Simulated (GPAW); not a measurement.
# BiTe (R-3m) in GPAW: a series of runs

One crystal, BiTe, is run at these levels: PBEsol; tasks: band structure.

Everything below comes from runs of GPAW 26.7.0. Logs are shortened: lines on timing, memory, paths and dates and some standing lists are left out, and cuts for length are marked. The log counts tension as positive stress, the text compression.

### 1 The structure

It takes space group R-3m (No. 166, trigonal). Conventional cell: a = 4.845 Å, b = 4.845 Å, c = 9.952 Å, α = 90.00°, β = 90.00°, γ = 120.00°. Bi (site symmetry -3m) has 6 Te at 3.25 Å as nearest neighbours. Te (site symmetry -3m) has 6 Bi at 3.25 Å as nearest neighbours.

The cell comes from a database or a generator and needn't be the stable form of this composition.

### 2 Band structure, PBEsol

The input, run.py:

```python
from ase import Atoms
from ase.dft.bandgap import bandgap
from ase.io import write
from ase.units import GPa
from gpaw import GPAW, PW, setup_paths

setup_paths.insert(0, '.')

atoms = Atoms(['Bi', 'Te'],
              cell=[[2.4227077728, 1.3987509848, 3.3172919545],
                    [-2.4227077728, 1.3987509848, 3.3172919545],
                    [0.0, -2.7975019696, 3.3172919545]],
              scaled_positions=[[0.5, 0.5, 0.5],
                                [0.0, 0.0, 0.0]],
              pbc=True)

calc = GPAW(mode=PW(600),
            xc='PBEsol',
            kpts={'size': (7, 7, 7), 'gamma': True},
            occupations={'name': 'fermi-dirac', 'width': 0.05},
            nbands=20,
            convergence={'density': 1e-05, 'energy': 1e-05},
            maxiter=150,
            txt='gpaw.txt')
atoms.calc = calc
energy = atoms.get_potential_energy()
forces = atoms.get_forces()
stress = atoms.get_stress()
calc.write('gs.gpw')
write('result.traj', atoms)
print(f'Energy: {energy:.6f} eV')
print('Forces (eV/A):')
print(forces.round(4))
print('Stress (GPa):', (stress / GPa).round(3))
print('Fermi level:', round(calc.get_fermi_level(), 4), 'eV')
print(f'Gap: {bandgap(calc)[0]:.4f} eV, direct: {bandgap(calc, direct=True)[0]:.4f} eV')

path = atoms.cell.bandpath('GLB1,BZGX,QFP1Z,LP', npoints=100, eps=1e-4)
bs_calc = calc.fixed_density(kpts=path, symmetry='off', nbands=34,
                             convergence={'bands': 'CBM+6.0', 'eigenstates': 1e-6}, txt='bands.txt')
bs = bs_calc.band_structure()
bs.write('bs.json')
print(f'Gap on the path: {bandgap(bs_calc)[0]:.4f} eV')
```

Potentials or basis: PAW data sets generated in the run's folder for this functional, pw.

The run is started by

```sh
> gpaw-setup -f PBEsol Bi Te
> OMP_NUM_THREADS=1 python run.py
```

gpaw.txt:

```text
__  _  _
 | _ |_)|_||  |
 |__||  | ||/\| - 26.7.0

Input parameters:
  mode=PW(ecut=600.0),
  convergence={'density': 1e-05, 'energy': 1e-05},
  kpts=MonkhorstPack(size=(7, 7, 7), gamma=True),
  maxiter=150,
  nbands=20,
  occupations=Occupations(name='fermi-dirac', width=0.05),
  xc=XC(name='PBEsol')

Diagonalizing LCAO Hamiltonian
Converting LCAO to pw mode

       Bi

       Te

Atoms  # Å, Bohr magnetons
|   | symbol |        x |        y |        z |    initial magnetic moments |
|---|--------|----------|----------|----------|-----------------------------|
| 0 |     Bi | 0.000000 | 0.000000 | 4.975938 | ( 0.0000,  0.0000,  0.0000) |
| 1 |     Te | 0.000000 | 0.000000 | 0.000000 | ( 0.0000,  0.0000,  0.0000) |

Unit cell  # Å
| periodic |         x |         y |        z |  lengths |    angles |
|----------|-----------|-----------|----------|----------|-----------|
|      yes |  2.422708 |  1.398751 | 3.317292 | 4.339406 | 67.877182 |
|      yes | -2.422708 |  1.398751 | 3.317292 | 4.339406 | 67.877182 |
|      yes |  0.000000 | -2.797502 | 3.317292 | 4.339406 | 67.877182 |

Number of symmetries: 12
Symmetry operations  # r_c * U_cc + t_c -> r_c
|    | kind |            matrix            |
|----|------|------------------------------|
|  0 |  E   |  1, 0, 0,  0, 1, 0,  0, 0, 1 |
|  1 |  σ   |  1, 0, 0,  0, 0, 1,  0, 1, 0 |
|  2 |  σ   |  0, 1, 0,  1, 0, 0,  0, 0, 1 |
|  3 |  C3  |  0, 1, 0,  0, 0, 1,  1, 0, 0 |
|  4 |  C3  |  0, 0, 1,  1, 0, 0,  0, 1, 0 |
|  5 |  σ   |  0, 0, 1,  0, 1, 0,  1, 0, 0 |
|  6 |  C2  |  0, 0,-1,  0,-1, 0, -1, 0, 0 |
|  7 |  S6  |  0, 0,-1, -1, 0, 0,  0,-1, 0 |
|  8 |  S6  |  0,-1, 0,  0, 0,-1, -1, 0, 0 |
|  9 |  C2  |  0,-1, 0, -1, 0, 0,  0, 0,-1 |
| 10 |  C2  | -1, 0, 0,  0, 0,-1,  0,-1, 0 |
| 11 |  i   | -1, 0, 0,  0,-1, 0,  0, 0,-1 |

BZ-sampling:
  Number of BZ points: 343
  Number of IBZ points: 44

  Monkhorst-Pack size: [7, 7, 7]
  Monkhorst-Pack shift: [0, 0, 0]

K-points  # in reciprocal-cell coordinates
|     |                                coordinates |     weight |
|-----|--------------------------------------------|------------|
|   0 | (  0.00000000,   0.00000000,   0.00000000) | 0.00291545 |
|   1 | (  0.14285714,   0.00000000,  -0.14285714) | 0.01749271 |
|   2 | (  0.14285714,   0.00000000,   0.00000000) | 0.01749271 |
|   3 | (  0.14285714,   0.14285714,  -0.14285714) | 0.01749271 |
|   4 | (  0.14285714,   0.14285714,   0.00000000) | 0.01749271 |
|   5 | (  0.14285714,   0.14285714,   0.14285714) | 0.00583090 |
|   6 | (  0.28571429,  -0.14285714,  -0.14285714) | 0.01749271 |
|   7 | (  0.28571429,   0.00000000,  -0.28571429) | 0.01749271 |
|   8 | (  0.28571429,   0.00000000,  -0.14285714) | 0.03498542 |
|   9 | (  0.28571429,   0.00000000,   0.00000000) | 0.01749271 |
| ... |                                            |            |
|  43 | (  0.42857143,   0.42857143,   0.42857143) | 0.00583090 |

Plane wave coefficients: 2263
Cutoff: 600.0 eV

Spin-components: 1 (collinear spins)
Bands:           20
Projectors:      11
Spin-degeneracy: 2
Datatype:        complex128

Parallelization:
  kpt:    1
  domain: 1
  band:   1

Density:
  Valence electrons: 21.0
  Components: 1
  Grid points: [25 25 25]
  Charge: 0.0  # |e|

Potential:
  Grid points: [25 25 25]

species:
  Bi:
    name:    Bismuth
    Z:       83.0
    valence: 15
    core:    68
    charge:  0.0  # [|e|]
    compensation charges:
      type: gauss
      rc: 0.38  # [Å]
      lmax: 2
    cutoffs:
      filter: 2.23  # [Å]
      core: 2.33  # [Å]
    projectors
    | kind |    occ | energy [eV] | rcut [Å] |
    |------|--------|-------------|----------|
    |   6s |  2.000 |     -14.443 |    1.286 |
    |   6p |  3.000 |      -4.606 |    1.275 |
    |   5d | 10.000 |     -27.097 |    1.349 |
    |    s |        |      12.769 |    1.286 |
    |    p |        |      22.605 |    1.275 |
    |    d |        |       0.114 |    1.349 |

    Using partial waves for Bi as LCAO basis

  Te:
    name:    Tellurium
    Z:       52.0
    valence: 6
    core:    46
    charge:  0.0  # [|e|]
    compensation charges:
      type: gauss
      rc: 0.36  # [Å]
      lmax: 2
    cutoffs:
      filter: 2.09  # [Å]
      core: 3.17  # [Å]
    projectors
    | kind |    occ | energy [eV] | rcut [Å] |
    |------|--------|-------------|----------|
    |   5s |  2.000 |     -15.132 |    1.180 |
    |   5p |  4.000 |      -5.970 |    1.196 |
    |    s |        |      12.080 |    1.180 |
    |    p |        |      21.241 |    1.196 |
    |    d |        |       0.000 |    1.238 |

    Using partial waves for Te as LCAO basis

Reference energy: -769405.804806  # eV

eigensolver:
[... 26 lines left out ...]
convergence criteria:
- Maximum integral of absolute [dens]ity change: 1e-05 electrons / valence electron
- Maximum [total energy] change in last 3 cyles: 1e-05 eV / valence electron
- Maximum integral of absolute [eigenst]ate change: 4e-08 eV^2 / valence electron
maximum number of iterations: 150

SCF iterations
|iter     | |      energy | eigst |  dens |
|---------|-|-------------|-------|-------|
|iter:   1| |   -8.847392 | -0.41 |       |
|iter:   2| |   -8.843187 | -2.54 | -1.53 |
|iter:   3| |   -8.818421 | -3.17 | -1.57 |
|iter:   4| |   -8.819746 | -3.60 | -2.03 |
|iter:   5| |   -8.819986 | -4.33 | -2.41 |
|iter:   6| |   -8.820035 | -5.27 | -3.15 |
|iter:   7| |   -8.820041c| -6.20 | -3.79 |
|iter:   8| |   -8.820042c| -7.17 | -4.61 |
|iter:   9| |   -8.820042c| -7.86c| -4.99 |
|iter:  10| |   -8.820042c| -8.36c| -5.55c|

Converged in 10 steps
Energy contributions relative to reference atoms: (reference = -769405.804806)

Energy contributions:
  Kinetic:          17.889361
  Coulomb:         -17.529586
  Zero:             -1.340997
  External:          0.000000
  Xc:               -7.832788
  Entropy:          -0.012063
  Spinorbit:         0.000000
  ----------------------------
  Free energy:      -8.826074
  Extrapolated:     -8.820042

dipole moment: (-0.000000, -0.000000, -42.605957)  # |e|*Ang

Fermi level: 6.264
Eigenvalues  # (at kpt = [0.000, 0.000, 0.000])
| band index |      eig [eV] | occ [0-2] |
|------------|---------------|-----------|
|          0 |       -17.069 |     2.000 |
|        ... |               |           |
|          2 |       -17.053 |     2.000 |
|          3 |       -17.053 |     2.000 |
|          4 |       -17.035 |     2.000 |
|          5 |        -7.165 |     2.000 |
|          6 |        -1.919 |     2.000 |
|          7 |         3.358 |     2.000 |
[... 8 lines left out ...]
|         16 |        12.935 |     0.000 |
|         17 |        13.203 |     0.000 |
|        ... |               |           |
|         19 |        13.204 |     0.000 |

No gap
No difference between direct/indirect transitions

Forces  # eV/Ang
|        x |        y |       z |
|----------|----------|---------|
| -0.00000 | -0.00000 | 0.00000 |  # Bi   0
| -0.00000 |  0.00000 | 0.00000 |  # Te   1

Stress tensor  # eV/Ang^3
|         x |         y |         z |
|-----------|-----------|-----------|
|  0.016213 | -0.000000 |  0.000000 |
| -0.000000 |  0.016213 | -0.000000 |
|  0.000000 | -0.000000 |  0.014959 |

# Writing to gs.gpw (mode='')
```

stdout:

```text
Energy: -8.820042 eV
Forces (eV/A):
[[-0. -0.  0.]
 [-0.  0.  0.]]
Stress (GPa): [ 2.598  2.598  2.397 -0.     0.    -0.   ]
Fermi level: 6.2644 eV
Gap: 0.0000 eV, direct: 0.0000 eV
Gap on the path: 0.0000 eV
```

bands.txt:

```text
Diagonalizing LCAO Hamiltonian
Converting LCAO to pw mode
convergence criteria:
- Maximum integral of absolute [eigenst]ate change: 1e-06 eV^2 / valence electron
maximum number of iterations: 150

SCF iterations
|iter     | |      energy | eigst |  dens |
|---------|-|-------------|-------|-------|
|iter:   1| |             | +0.22 |       |
[... 105 lines left out ...]
         [ 0.58950209,  0.16358229,  0.16358229],
         [ 0.6074025 ,  0.19629875,  0.19629875],
         [ 0.62530292,  0.22901521,  0.22901521],
         [ 0.64320334,  0.26173167,  0.26173167],
         [ 0.66110375,  0.29444812,  0.29444812],
         [ 0.67900417,  0.32716458,  0.32716458],
         [ 0.69690459,  0.35988104,  0.35988104],
         [ 0.714805  ,  0.3925975 ,  0.3925975 ]])),
  maxiter=150,
  nbands=34,
  occupations=Occupations(name='fermi-dirac', width=0.05),
  symmetry=Symmetry(point_group=False, time_reversal=False),
  xc=XC(name='PBEsol')
```

It took 79 s on 1 thread of Arm Neoverse V2, shared host; peak memory 0.39 GiB.

What came out:

```yaml
Free_energy: -8.8261 eV
Pressure: -2.5 GPa
Band_gap_along_the_path: none (metal or under the smearing width)
```

Stress tensor (GPa, compression positive):
```
-2.60  0.00  0.00
 0.00 -2.60  0.00
 0.00  0.00 -2.40
```

Levels at the corners of the path, in eV from the Fermi level:
```csv
point,band 7,band 8,band 9,band 10,band 11,band 12,band 13,band 14
Γ,-8.18,-2.91,-2.91,-1.59,1.88,2.49,2.49,4.04
L,-11.24,-1.85,-1.80,-1.00,-0.99,-0.62,0.30,6.72
B1,-10.71,-4.88,-4.87,-1.74,-0.63,3.19,3.58,5.48
B,-10.71,-4.88,-4.87,-1.74,-0.63,3.19,3.58,5.48
Z,-10.82,-2.34,-2.34,-2.21,-1.59,-1.28,-1.28,7.91
Γ,-8.18,-2.91,-2.91,-1.59,1.88,2.49,2.49,4.04
X,-10.51,-5.36,-3.72,-2.97,2.05,2.38,3.18,4.22
Q,-10.51,-5.36,-3.72,-2.97,2.05,2.38,3.18,4.22
F,-9.88,-5.61,-4.49,-3.29,2.36,3.06,3.58,4.57
P1,-10.60,-5.08,-3.77,-3.31,0.94,1.30,3.44,5.06
Z,-10.82,-2.34,-2.34,-2.21,-1.59,-1.28,-1.28,7.91
L,-11.24,-1.85,-1.80,-1.00,-0.99,-0.62,0.30,6.72
P,-10.60,-5.08,-3.77,-3.31,0.94,1.30,3.44,5.06
```

Caveat: spin-orbit coupling is left out, which moves the levels of the heavy elements.

### 3 Band structure, PBEsol, spin-orbit coupling, no magnetisation

Edit run.py of step 2 so:

```diff
@@ -1 +1,2 @@
+import numpy as np
 from ase import Atoms
@@ -5,2 +6,3 @@
 from gpaw import GPAW, PW, setup_paths
+from gpaw.spinorbit import soc_eigenstates
 
@@ -43 +45,7 @@
 print(f'Gap on the path: {bandgap(bs_calc)[0]:.4f} eV')
+
+soc = soc_eigenstates(bs_calc, theta=0, phi=0)
+np.savetxt('soc_bands.dat', soc.eigenvalues(), fmt='%.4f')
+mesh = soc_eigenstates('gs.gpw', theta=0, phi=0)
+np.savetxt('soc_mesh.dat', mesh.eigenvalues(), fmt='%.4f')
+print('Fermi level with spin-orbit coupling:', round(mesh.fermi_level, 4), 'eV')
```

Potentials or basis: PAW data sets generated in the run's folder for this functional, pw.

The run is started by

```sh
> gpaw-setup -f PBEsol Bi Te
> OMP_NUM_THREADS=1 python run.py
```

gpaw.txt:

```text
__  _  _
 | _ |_)|_||  |
 |__||  | ||/\| - 26.7.0

Input parameters:
  mode=PW(ecut=600.0),
  convergence={'density': 1e-05, 'energy': 1e-05},
  kpts=MonkhorstPack(size=(7, 7, 7), gamma=True),
  maxiter=150,
  nbands=20,
  occupations=Occupations(name='fermi-dirac', width=0.05),
  xc=XC(name='PBEsol')

Diagonalizing LCAO Hamiltonian
Converting LCAO to pw mode

       Bi

       Te

Atoms  # Å, Bohr magnetons
|   | symbol |        x |        y |        z |    initial magnetic moments |
|---|--------|----------|----------|----------|-----------------------------|
| 0 |     Bi | 0.000000 | 0.000000 | 4.975938 | ( 0.0000,  0.0000,  0.0000) |
| 1 |     Te | 0.000000 | 0.000000 | 0.000000 | ( 0.0000,  0.0000,  0.0000) |

Unit cell  # Å
| periodic |         x |         y |        z |  lengths |    angles |
|----------|-----------|-----------|----------|----------|-----------|
|      yes |  2.422708 |  1.398751 | 3.317292 | 4.339406 | 67.877182 |
|      yes | -2.422708 |  1.398751 | 3.317292 | 4.339406 | 67.877182 |
|      yes |  0.000000 | -2.797502 | 3.317292 | 4.339406 | 67.877182 |

Number of symmetries: 12
Symmetry operations  # r_c * U_cc + t_c -> r_c
|    | kind |            matrix            |
|----|------|------------------------------|
|  0 |  E   |  1, 0, 0,  0, 1, 0,  0, 0, 1 |
|  1 |  σ   |  1, 0, 0,  0, 0, 1,  0, 1, 0 |
|  2 |  σ   |  0, 1, 0,  1, 0, 0,  0, 0, 1 |
|  3 |  C3  |  0, 1, 0,  0, 0, 1,  1, 0, 0 |
|  4 |  C3  |  0, 0, 1,  1, 0, 0,  0, 1, 0 |
|  5 |  σ   |  0, 0, 1,  0, 1, 0,  1, 0, 0 |
|  6 |  C2  |  0, 0,-1,  0,-1, 0, -1, 0, 0 |
|  7 |  S6  |  0, 0,-1, -1, 0, 0,  0,-1, 0 |
|  8 |  S6  |  0,-1, 0,  0, 0,-1, -1, 0, 0 |
|  9 |  C2  |  0,-1, 0, -1, 0, 0,  0, 0,-1 |
| 10 |  C2  | -1, 0, 0,  0, 0,-1,  0,-1, 0 |
| 11 |  i   | -1, 0, 0,  0,-1, 0,  0, 0,-1 |

BZ-sampling:
  Number of BZ points: 343
  Number of IBZ points: 44

  Monkhorst-Pack size: [7, 7, 7]
  Monkhorst-Pack shift: [0, 0, 0]

K-points  # in reciprocal-cell coordinates
|     |                                coordinates |     weight |
|-----|--------------------------------------------|------------|
|   0 | (  0.00000000,   0.00000000,   0.00000000) | 0.00291545 |
|   1 | (  0.14285714,   0.00000000,  -0.14285714) | 0.01749271 |
|   2 | (  0.14285714,   0.00000000,   0.00000000) | 0.01749271 |
|   3 | (  0.14285714,   0.14285714,  -0.14285714) | 0.01749271 |
|   4 | (  0.14285714,   0.14285714,   0.00000000) | 0.01749271 |
|   5 | (  0.14285714,   0.14285714,   0.14285714) | 0.00583090 |
|   6 | (  0.28571429,  -0.14285714,  -0.14285714) | 0.01749271 |
|   7 | (  0.28571429,   0.00000000,  -0.28571429) | 0.01749271 |
|   8 | (  0.28571429,   0.00000000,  -0.14285714) | 0.03498542 |
|   9 | (  0.28571429,   0.00000000,   0.00000000) | 0.01749271 |
| ... |                                            |            |
|  43 | (  0.42857143,   0.42857143,   0.42857143) | 0.00583090 |

Plane wave coefficients: 2263
Cutoff: 600.0 eV

Spin-components: 1 (collinear spins)
Bands:           20
Projectors:      11
Spin-degeneracy: 2
Datatype:        complex128

Parallelization:
  kpt:    1
  domain: 1
  band:   1

Density:
  Valence electrons: 21.0
  Components: 1
  Grid points: [25 25 25]
  Charge: 0.0  # |e|

Potential:
  Grid points: [25 25 25]

species:
  Bi:
    name:    Bismuth
    Z:       83.0
    valence: 15
    core:    68
    charge:  0.0  # [|e|]
    compensation charges:
      type: gauss
      rc: 0.38  # [Å]
      lmax: 2
    cutoffs:
      filter: 2.23  # [Å]
      core: 2.33  # [Å]
    projectors
    | kind |    occ | energy [eV] | rcut [Å] |
    |------|--------|-------------|----------|
    |   6s |  2.000 |     -14.443 |    1.286 |
    |   6p |  3.000 |      -4.606 |    1.275 |
    |   5d | 10.000 |     -27.097 |    1.349 |
    |    s |        |      12.769 |    1.286 |
    |    p |        |      22.605 |    1.275 |
    |    d |        |       0.114 |    1.349 |

    Using partial waves for Bi as LCAO basis

  Te:
    name:    Tellurium
    Z:       52.0
    valence: 6
    core:    46
    charge:  0.0  # [|e|]
    compensation charges:
      type: gauss
      rc: 0.36  # [Å]
      lmax: 2
    cutoffs:
      filter: 2.09  # [Å]
      core: 3.17  # [Å]
    projectors
    | kind |    occ | energy [eV] | rcut [Å] |
    |------|--------|-------------|----------|
    |   5s |  2.000 |     -15.132 |    1.180 |
    |   5p |  4.000 |      -5.970 |    1.196 |
    |    s |        |      12.080 |    1.180 |
    |    p |        |      21.241 |    1.196 |
    |    d |        |       0.000 |    1.238 |

    Using partial waves for Te as LCAO basis

Reference energy: -769405.804806  # eV

eigensolver:
[... 26 lines left out ...]
convergence criteria:
- Maximum integral of absolute [dens]ity change: 1e-05 electrons / valence electron
- Maximum [total energy] change in last 3 cyles: 1e-05 eV / valence electron
- Maximum integral of absolute [eigenst]ate change: 4e-08 eV^2 / valence electron
maximum number of iterations: 150

SCF iterations
|iter     | |      energy | eigst |  dens |
|---------|-|-------------|-------|-------|
|iter:   1| |   -8.847392 | -0.41 |       |
|iter:   2| |   -8.843187 | -2.54 | -1.53 |
|iter:   3| |   -8.818421 | -3.17 | -1.57 |
|iter:   4| |   -8.819746 | -3.60 | -2.03 |
|iter:   5| |   -8.819986 | -4.33 | -2.41 |
|iter:   6| |   -8.820035 | -5.27 | -3.15 |
|iter:   7| |   -8.820041c| -6.20 | -3.79 |
|iter:   8| |   -8.820042c| -7.17 | -4.61 |
|iter:   9| |   -8.820042c| -7.86c| -4.99 |
|iter:  10| |   -8.820042c| -8.36c| -5.55c|

Converged in 10 steps
Energy contributions relative to reference atoms: (reference = -769405.804806)

Energy contributions:
  Kinetic:          17.889361
  Coulomb:         -17.529586
  Zero:             -1.340997
  External:          0.000000
  Xc:               -7.832788
  Entropy:          -0.012063
  Spinorbit:         0.000000
  ----------------------------
  Free energy:      -8.826074
  Extrapolated:     -8.820042

dipole moment: (-0.000000, -0.000000, -42.605957)  # |e|*Ang

Fermi level: 6.264
Eigenvalues  # (at kpt = [0.000, 0.000, 0.000])
| band index |      eig [eV] | occ [0-2] |
|------------|---------------|-----------|
|          0 |       -17.069 |     2.000 |
|        ... |               |           |
|          2 |       -17.053 |     2.000 |
|          3 |       -17.053 |     2.000 |
|          4 |       -17.035 |     2.000 |
|          5 |        -7.165 |     2.000 |
|          6 |        -1.919 |     2.000 |
|          7 |         3.358 |     2.000 |
[... 8 lines left out ...]
|         16 |        12.935 |     0.000 |
|         17 |        13.203 |     0.000 |
|        ... |               |           |
|         19 |        13.204 |     0.000 |

No gap
No difference between direct/indirect transitions

Forces  # eV/Ang
|        x |        y |       z |
|----------|----------|---------|
| -0.00000 | -0.00000 | 0.00000 |  # Bi   0
| -0.00000 |  0.00000 | 0.00000 |  # Te   1

Stress tensor  # eV/Ang^3
|         x |         y |         z |
|-----------|-----------|-----------|
|  0.016213 | -0.000000 |  0.000000 |
| -0.000000 |  0.016213 | -0.000000 |
|  0.000000 | -0.000000 |  0.014959 |

# Writing to gs.gpw (mode='')
```

Run time: 79 s. Hardware: 1 thread of Arm Neoverse V2, shared host; peak memory 0.43 GiB.

Results:

```yaml
Free_energy: -8.8261 eV
Pressure: -2.5 GPa
Band_gap_along_the_path: none (metal or under the smearing width)
```

Stress tensor (GPa, compression positive):
```
-2.60  0.00  0.00
 0.00 -2.60  0.00
 0.00  0.00 -2.40
```

Levels at the corners of the path, in eV from the Fermi level:
```tsv
point	band 18	band 19	band 20	band 21	band 22	band 23	band 24	band 25	band 26	band 27
Γ	-2.20	-1.15	-1.15	0.59	0.59	3.29	3.29	3.61	3.61	4.24
L	-2.01	-1.33	-1.33	-0.65	-0.65	0.06	0.06	1.04	1.04	6.88
B1	-4.59	-1.52	-1.52	-0.62	-0.62	3.29	3.29	3.99	4.00	5.66
B	-4.59	-1.52	-1.52	-0.64	-0.61	3.29	3.30	3.99	4.00	5.66
Z	-2.59	-1.86	-1.86	-1.79	-1.79	-0.69	-0.69	-0.33	-0.32	8.13
Γ	-2.20	-1.15	-1.15	0.59	0.59	3.29	3.29	3.61	3.61	4.24
X	-3.81	-2.58	-2.58	1.47	1.47	3.06	3.06	3.51	3.51	4.63
Q	-3.81	-2.58	-2.58	1.47	1.47	3.06	3.06	3.51	3.51	4.63
F	-4.49	-2.96	-2.96	2.30	2.31	2.59	2.59	4.42	4.42	5.09
P1	-3.88	-2.88	-2.88	0.55	0.55	1.98	1.98	3.71	3.72	5.35
Z	-2.59	-1.86	-1.86	-1.79	-1.79	-0.69	-0.69	-0.33	-0.32	8.13
L	-2.01	-1.33	-1.33	-0.65	-0.65	0.06	0.06	1.04	1.04	6.88
P	-3.88	-2.88	-2.88	0.55	0.56	1.98	1.98	3.72	3.72	5.35
```

Caveat: spin-orbit coupling was added after a scalar SCF, so levels and gaps hold it while energy, forces, pressure and moments don't; this program's spin-orbit splittings come out too wide for heavy elements.
